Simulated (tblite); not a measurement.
# C20H34ISi4: the cost of one run

Programs: tblite 0.8.0 and PySCF 2.14.0, with routines of our own; each step states its level. All values are computed. Atoms count from 0.

### 1 The system as given

59 atoms, charge 1, multiplicity 1; geometry from: force field, distance geometry or constructed start.

### 2 Relaxing the molecule with GFN2-xTB

What the job is given:

```
{"job": {"kind": "relax", "xc": "GFN2-xTB", "basis": "xTB"}, "charge": 1, "multiplicity": 1}
C      7.372700     0.640600     0.752800
C      6.412400     0.652400    -0.464100
C      6.558400     1.988400    -1.234600
C      6.905000    -0.425100    -1.475800
C      4.935700     0.423200     0.011700
C      4.288200    -0.859900    -0.052700
Si     5.121700    -2.513700     0.168600
C      2.899100    -0.936800    -0.148400
C      2.113400     0.197100    -0.048600
I      0.007100     0.044100    -0.134200
C     -2.091900    -0.110400    -0.225400
C     -2.694000    -0.671500    -1.336500
C     -4.090700    -0.764500    -1.428300
Si    -4.655500    -1.271200    -3.143900
C     -4.919500    -0.401900    -0.307500
C     -6.409700    -0.892700    -0.166700
C     -6.632600    -2.284000    -0.837300
C     -6.834700    -1.092000     1.312700
C     -7.353300     0.135200    -0.824300
C     -4.271100     0.409100     0.698000
Si    -5.108800     1.535000     1.937800
C     -2.875200     0.486200     0.749800
C      2.704300     1.410200     0.303000
C      4.090200     1.518500     0.394600
Si     4.626100     3.025300     1.383900
H      7.341700    -0.342000     1.266100
H      8.412100     0.846500     0.429600
H      7.090600     1.403800     1.504300
H      6.482800     2.886100    -0.607800
H      7.551500     2.086500    -1.716700
H      5.780900     2.054200    -2.030200
H      7.770300    -0.080700    -2.074000
H      7.294200    -1.332400    -0.965100
H      6.099100    -0.702300    -2.178200
H      5.498400    -3.072000    -1.139300
H      4.179900    -3.451200     0.800600
H      6.291600    -2.420400     1.049300
H      2.403200    -1.895200    -0.268900
H     -2.052900    -1.009400    -2.146900
H     -3.622300    -0.931800    -4.122800
H     -4.849200    -2.730100    -3.192800
H     -5.862600    -0.573600    -3.577700
H     -7.503000    -2.829100    -0.429200
H     -5.742500    -2.938100    -0.701800
H     -6.889900    -2.200500    -1.909000
H     -7.210400    -0.151600     1.765900
H     -7.696700    -1.773100     1.430300
H     -5.996400    -1.503300     1.915600
H     -8.408600    -0.199100    -0.740100
H     -7.121000     0.266300    -1.899200
H     -7.264500     1.119400    -0.344100
H     -5.412100     0.783000     3.161300
H     -4.179700     2.607000     2.315800
H     -6.300900     2.197500     1.396200
H     -2.376700     1.033900     1.541400
H      2.056200     2.246300     0.537800
H      6.053900     3.358900     1.482600
H      3.920400     4.212500     0.861400
H      4.179800     2.811500     2.771600
```

On the command line:

```bash
$ OMP_NUM_THREADS=2 python large_run.py task.json out
```

This one command runs all jobs of the session in turn.

Q: Estimate the wall time and peak memory of this first job on 2 threads of Arm Neoverse N1, shared host.

About 27 s, with a peak of 0.19 GiB.
